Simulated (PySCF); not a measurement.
# P: interval between two levels with spin-orbit coupling

Wanted: the interval between two levels of phosphorus, up a ladder of methods.

Method: two-component X2C-1e, generalised determinants. Code: PySCF 2.14.0.

### Step 1. Starting point

```
Element                                   : phosphorus (Z = 15)
Basis                                     : x2c-SVPall-2c with one added diffuse shell each of s, p type (5s5p1d, 25 functions)
Hamiltonian                               : two-component X2C-1e, Gaussian nucleus, no Breit or QED terms; spin-orbit coupling, run by run: off; screened by Boettger's factors
Core shells frozen in the correlated runs : [Ne] (for P)
State 1                                   : P 3s2 3p3 4S3/2: [Ne] 3s2 3p3; 3p3/2 filled at m_j = -1/2, +1/2, +3/2
State 2                                   : P 3s1 3p4 4P5/2: [Ne] 3s1 3p4; 3s1/2 filled at m_j = +1/2; 3p1/2 filled at m_j = +1/2; 3p3/2 filled at m_j = -1/2, +1/2, +3/2
Methods                                   : GHF, GMP2
```

Outer shells as boxes (Hund's rule):

P [Ne] 3s2 3p3
```
[Ne] core
3s [↑↓]
3p [↑ ][↑ ][↑ ]
```

P [Ne] 3s1 3p4
```
[Ne] core
3s [↑ ]
3p [↑↓][↑ ][↑ ]
```

All steps ran in one process of a driver on top of PySCF, which takes the settings above as its task.

The driver's launch:

```console
> OMP_NUM_THREADS=1 python sorun2.py TASK.json OUT
```

The integrals over 25 functions and the set-up took 0.12 s of CPU time.

### Step 2. P 3s2 3p3 4S3/2

GHF (spin-free):

Standard output:

```text
cycle= 1 E= -341.3877030882  delta_E= -341  |FDS-SDF|= 0.0234
cycle= 2 E= -341.4039441187  delta_E= -0.0162  |FDS-SDF|= 0.00592
cycle= 3 E= -341.4050054363  delta_E= -0.00106  |FDS-SDF|= 0.00174
cycle= 4 E= -341.4051485191  delta_E= -0.000143  |FDS-SDF|= 0.00051
cycle= 5 E= -341.4051642309  delta_E= -1.57e-05  |FDS-SDF|= 8.21e-05
cycle= 6 E= -341.4051646313  delta_E= -4e-07  |FDS-SDF|= 1.18e-05
cycle= 7 E= -341.4051646351  delta_E= -3.77e-09  |FDS-SDF|= 8.52e-07
cycle= 8 E= -341.4051646352  delta_E= -4.85e-11  |FDS-SDF|= 2.59e-08
```

It took 0.08 s on 1 thread of Neoverse-V1, shared host, the integrals not counted.

Occupied spinors (without spin-orbit coupling the j labels only name the start):

| spinor shell | electrons | mean energy (eV) | weight of the nominal j | rms radius (bohr) |
| --- | --- | --- | --- | --- |
| 1s1/2 | 2 | -2180.9 | 1.000 | 0.120 |
| 2s1/2 | 2 | -205.27 | 1.000 | 0.561 |
| 2p3/2 | 4 | -146.96 | 0.833 | 0.540 |
| 2p1/2 | 2 | -146.96 | 0.667 | 0.540 |
| 3s1/2 | 2 | -19.001 | 1.000 | 2.09 |
| 3p3/2 | 3 | -10.690 | 0.667 | 2.54 |

M_J = 3/2, ⟨J²⟩ = 3.750, ⟨L²⟩ = 0.000, ⟨S²⟩ = 3.750.

GMP2 (spin-free):

This step left no log, only its results.

It took 0.01 s on 1 thread of Neoverse-V1, shared host, the integrals not counted.

With 5 electrons correlated, the MP2 correlation energy is -0.06268 hartree. Largest pairs: 3p3/2-3s1/2 -0.0400, 3p3/2-3p3/2 -0.0139, 3s1/2-3s1/2 -0.0088.

GHF (screened spin-orbit):

Standard output:

```text
cycle= 1 E= -341.3879121054  delta_E= -341  |FDS-SDF|= 0.0234
cycle= 2 E= -341.4041773648  delta_E= -0.0163  |FDS-SDF|= 0.00593
cycle= 3 E= -341.4052435363  delta_E= -0.00107  |FDS-SDF|= 0.00176
cycle= 4 E= -341.4053887346  delta_E= -0.000145  |FDS-SDF|= 0.000542
cycle= 5 E= -341.4054058295  delta_E= -1.71e-05  |FDS-SDF|= 0.000143
cycle= 6 E= -341.4054068115  delta_E= -9.82e-07  |FDS-SDF|= 7.32e-05
cycle= 7 E= -341.4054071076  delta_E= -2.96e-07  |FDS-SDF|= 2.77e-05
cycle= 8 E= -341.4054071542  delta_E= -4.66e-08  |FDS-SDF|= 2.38e-06
cycle= 9 E= -341.4054071545  delta_E= -3.46e-10  |FDS-SDF|= 9.28e-07
```

It took 0.08 s on 1 thread of Neoverse-V1, shared host, the integrals not counted.

Occupied spinors:

| spinor shell | electrons | mean energy (eV) | weight of the nominal j | rms radius (bohr) |
| --- | --- | --- | --- | --- |
| 1s1/2 | 2 | -2180.9 | 1.000 | 0.120 |
| 2s1/2 | 2 | -205.27 | 1.000 | 0.561 |
| 2p1/2 | 2 | -147.87 | 0.819 | 0.538 |
| 2p3/2 | 4 | -146.51 | 0.910 | 0.541 |
| 3s1/2 | 2 | -19.000 | 1.000 | 2.09 |
| 3p3/2 | 3 | -10.690 | 0.662 | 2.54 |

M_J = 3/2, ⟨J²⟩ = 3.750, ⟨L²⟩ = 0.000, ⟨S²⟩ = 3.750. Rows whose weight is well below 1 mix j = l ± 1/2: exchange competes with spin-orbit coupling there.

GMP2 (screened spin-orbit):

No log was kept for this step.

It took 0.01 s on 1 thread of Neoverse-V1, shared host, the integrals not counted.

With 5 electrons correlated, the MP2 correlation energy is -0.06268 hartree. Largest pairs: 3p3/2-3s1/2 -0.0400, 3p3/2-3p3/2 -0.0139, 3s1/2-3s1/2 -0.0088.

### Step 3. P 3s1 3p4 4P5/2

GHF (spin-free):

Standard output:

```text
cycle= 1 E= -341.0842671225  delta_E= -341  |FDS-SDF|= 0.0295
cycle= 2 E= -341.1078833663  delta_E= -0.0236  |FDS-SDF|= 0.0092
cycle= 3 E= -341.1105269186  delta_E= -0.00264  |FDS-SDF|= 0.00419
cycle= 4 E= -341.1115244648  delta_E= -0.000998  |FDS-SDF|= 0.00175
cycle= 5 E= -341.1117581637  delta_E= -0.000234  |FDS-SDF|= 0.000313
cycle= 6 E= -341.1117652879  delta_E= -7.12e-06  |FDS-SDF|= 4.49e-05
cycle= 7 E= -341.1117653496  delta_E= -6.16e-08  |FDS-SDF|= 6.97e-06
cycle= 8 E= -341.1117653515  delta_E= -1.97e-09  |FDS-SDF|= 8.12e-07
cycle= 9 E= -341.1117653516  delta_E= -4.59e-11  |FDS-SDF|= 5.61e-08
```

Time after the integrals: 0.08 s (1 thread of Neoverse-V1, shared host).

Occupied spinors (without spin-orbit coupling the j labels only name the start):

| spinor shell | electrons | mean energy (eV) | weight of the nominal j | rms radius (bohr) |
| --- | --- | --- | --- | --- |
| 1s1/2 | 2 | -2182.8 | 1.000 | 0.120 |
| 2s1/2 | 2 | -206.96 | 1.000 | 0.561 |
| 2p3/2 | 4 | -148.90 | 0.833 | 0.539 |
| 2p1/2 | 2 | -149.08 | 0.667 | 0.538 |
| 3s1/2 | 1 | -24.401 | 1.000 | 2.02 |
| 3p3/2 | 3 | -11.898 | 0.667 | 2.43 |
| 3p1/2 | 1 | -6.418 | 0.667 | 3.04 |

M_J = 5/2, ⟨J²⟩ = 8.803, ⟨L²⟩ = 2.002, ⟨S²⟩ = 3.801.

GMP2 (spin-free):

No log was kept for this step.

It took 0.01 s on 1 thread of Neoverse-V1, shared host, the integrals not counted.

With 5 electrons correlated, the MP2 correlation energy is -0.05687 hartree. Largest pairs: 3p1/2-3p3/2 -0.0349, 3p3/2-3p3/2 -0.0148, 3p1/2-3s1/2 -0.0046, 3p3/2-3s1/2 -0.0025.

GHF (screened spin-orbit):

Standard output:

```text
cycle= 1 E= -341.0850385611  delta_E= -341  |FDS-SDF|= 0.0295
cycle= 2 E= -341.1086842678  delta_E= -0.0236  |FDS-SDF|= 0.00918
cycle= 3 E= -341.1112838716  delta_E= -0.0026  |FDS-SDF|= 0.00416
cycle= 4 E= -341.1122607591  delta_E= -0.000977  |FDS-SDF|= 0.00175
cycle= 5 E= -341.1124939819  delta_E= -0.000233  |FDS-SDF|= 0.000317
cycle= 6 E= -341.1125011416  delta_E= -7.16e-06  |FDS-SDF|= 5.28e-05
cycle= 7 E= -341.1125012281  delta_E= -8.65e-08  |FDS-SDF|= 1.83e-05
cycle= 8 E= -341.1125012414  delta_E= -1.33e-08  |FDS-SDF|= 9.33e-06
cycle= 9 E= -341.1125012460  delta_E= -4.56e-09  |FDS-SDF|= 2.04e-06
cycle= 10 E= -341.1125012462  delta_E= -2.26e-10  |FDS-SDF|= 3.21e-07
```

It took 0.09 s on 1 thread of Neoverse-V1, shared host, the integrals not counted.

Occupied spinors:

| spinor shell | electrons | mean energy (eV) | weight of the nominal j | rms radius (bohr) |
| --- | --- | --- | --- | --- |
| 1s1/2 | 2 | -2182.8 | 1.000 | 0.120 |
| 2s1/2 | 2 | -206.95 | 1.000 | 0.561 |
| 2p1/2 | 2 | -149.98 | 0.802 | 0.538 |
| 2p3/2 | 4 | -148.44 | 0.901 | 0.540 |
| 3s1/2 | 1 | -24.390 | 1.000 | 2.02 |
| 3p3/2 | 3 | -11.890 | 0.663 | 2.43 |
| 3p1/2 | 1 | -6.436 | 0.662 | 3.03 |

M_J = 5/2, ⟨J²⟩ = 8.803, ⟨L²⟩ = 2.002, ⟨S²⟩ = 3.800. Rows whose weight is well below 1 mix j = l ± 1/2: exchange competes with spin-orbit coupling there.

GMP2 (screened spin-orbit):

This step left no log, only its results.

Time after the integrals: 0.01 s (1 thread of Neoverse-V1, shared host).

With 5 electrons correlated, the MP2 correlation energy is -0.05694 hartree. Largest pairs: 3p1/2-3p3/2 -0.0350, 3p3/2-3p3/2 -0.0148, 3p1/2-3s1/2 -0.0046, 3p3/2-3s1/2 -0.0025.

### Step 4. Differences of total energies

Interval between two levels: P [Ne] 3s2 3p3 [3p3/2^3, M_J = 3/2] → P [Ne] 3s1 3p4 [3s1/2^1 3p1/2^1 3p3/2^3, M_J = 5/2].

| method | value (eV) | error (eV) | CPU time, both states (s) |
| --- | --- | --- | --- |
| GHF (spin-free) | 7.984 | +0.602 | 0.16 |
| GMP2 (spin-free) | 8.142 | +0.761 | 0.17 |
| GHF (screened spin-orbit) | 7.970 | +0.589 | 0.17 |
| GMP2 (screened spin-orbit) | 8.126 | +0.745 | 0.17 |

Reference: 7.381 eV (measured; NIST Handbook of Basic Atomic Spectroscopic Data (Sansonetti and Martin, J. Phys. Chem. Ref. Data 34, 1559 (2005))).

Times are CPU seconds on a shared host without the integrals; correlated rows include their Hartree-Fock run.

### Step 5. Outcome

| quantity | value |
| --- | --- |
| interval between two levels, P → 3s1 3p4 4P5/2 | GHF (spin-free) 7.984, GMP2 (screened spin-orbit) 8.126 eV; reference 7.381 |

Accuracy against cost (mean over 1 difference):

| method | mean absolute miss against the measured value (with the measured fine structure taken into account where it is known) (eV) | CPU time, both states (s) |
| --- | --- | --- |
| GHF (spin-free) | 0.602 | 0.16 |
| GMP2 (spin-free) | 0.761 | 0.17 |
| GHF (screened spin-orbit) | 0.589 | 0.17 |
| GMP2 (screened spin-orbit) | 0.745 | 0.17 |

**Reading.** GHF (screened spin-orbit) lands nearest to the measured value (off by 0.59 eV), level with GHF (spin-free); GMP2 (spin-free) misses by most (0.76 eV). Spin-orbit coupling moves the difference by -0.015 eV at GMP2. The basis is finite, and no extrapolation was made.
